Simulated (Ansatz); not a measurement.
# TbPIr2: the cost of one run

Method: DFT PBE, scalar-relativistic, plane waves, PAW; 4f electrons in the core of a trivalent norm-conserving potential, in Ansatz 0.2.0.

1 further run of the same task is left out (it didn't finish).

## 1. The system as given

Symmetry: P4/mmm, No. 123, tetragonal system. Conventional cell: a = 3.732 Å, b = 3.732 Å, c = 5.291 Å, α = 90.00°, β = 90.00°, γ = 90.00°. Tb (site symmetry 4/mmm) is surrounded by 6 Ir at 2.64 to 2.65 Å. Around P (site symmetry 4/mmm) lie 6 Ir at 2.64 to 2.65 Å. Ir (site symmetry 4/mmm) has 4 Tb at 2.64 Å and 2 P at 2.65 Å in its first shell of neighbours. Ir (site symmetry 4/mmm) is surrounded by 4 P at 2.64 Å and 2 Tb at 2.65 Å.

Structure file:

```cif
data_structure
_symmetry_space_group_name_H-M 'P4/mmm'
_symmetry_Int_Tables_number 123
_cell_length_a 3.7320
_cell_length_b 3.7320
_cell_length_c 5.2912
_cell_angle_alpha 90.000
_cell_angle_beta 90.000
_cell_angle_gamma 90.000
_cell_volume 73.70
loop_
_atom_site_label
_atom_site_type_symbol
_atom_site_symmetry_multiplicity
_atom_site_Wyckoff_symbol
_atom_site_fract_x
_atom_site_fract_y
_atom_site_fract_z
_atom_site_occupancy
Tb1 Tb 1 c 0.50000 0.50000 0.00000 1
P1 P 1 b 0.00000 0.00000 0.50000 1
Ir1 Ir 1 a 0.00000 0.00000 0.00000 1
Ir2 Ir 1 d 0.50000 0.50000 0.50000 1
```

The cell is invented: species swapped into a database cell of Pb2SeS (P4/mmm, No. 123), with Ir on the Pb sites, Tb on the Se sites and P on the S sites. Its size is a rough estimate.

## 2. The guess as it stands, on a coarse mesh

Input file input.yaml:

```yaml
crystal:
  lattice:
    - [3.73203993, 0.0, 0.0]
    - [0.0, 3.73203993, 0.0]
    - [0.0, 0.0, 5.29124868]
  atoms:
    - { symbol: Tb, position: [0.5, 0.5, 0.0] }
    - { symbol: P, position: [0.0, 0.0, 0.5] }
    - { symbol: Ir, position: [0.0, 0.0, 0.0] }
    - { symbol: Ir, position: [0.5, 0.5, 0.5] }
basis:
  ecutwfc: 690
kpoints:
  mp_grid: { grid: [6, 6, 4] }
hamiltonian:
  xc: pbe
  pseudopotentials:
    kind: paw
    azcp: { Tb: "pseudopotentials/pbe/nc/lanthanide_3plus/Tb.nc.azcp" }
scf:
  occupations: { method: gaussian, width: 0.1 }
  lower_state_search: "off"
output:
  forces: true
  stress: true
  eigenvalues: true
```

Launch:

```console
> ansatz run input.yaml --threads 1 --pin off --max-ram 2560MiB --backend cpu --events-out ev --progress --plain --runs-dir out
```

What time and memory should one allow on 1 thread of Arm Neoverse V1, shared host?

About 7.9 s, with a peak of 0.39 GiB.
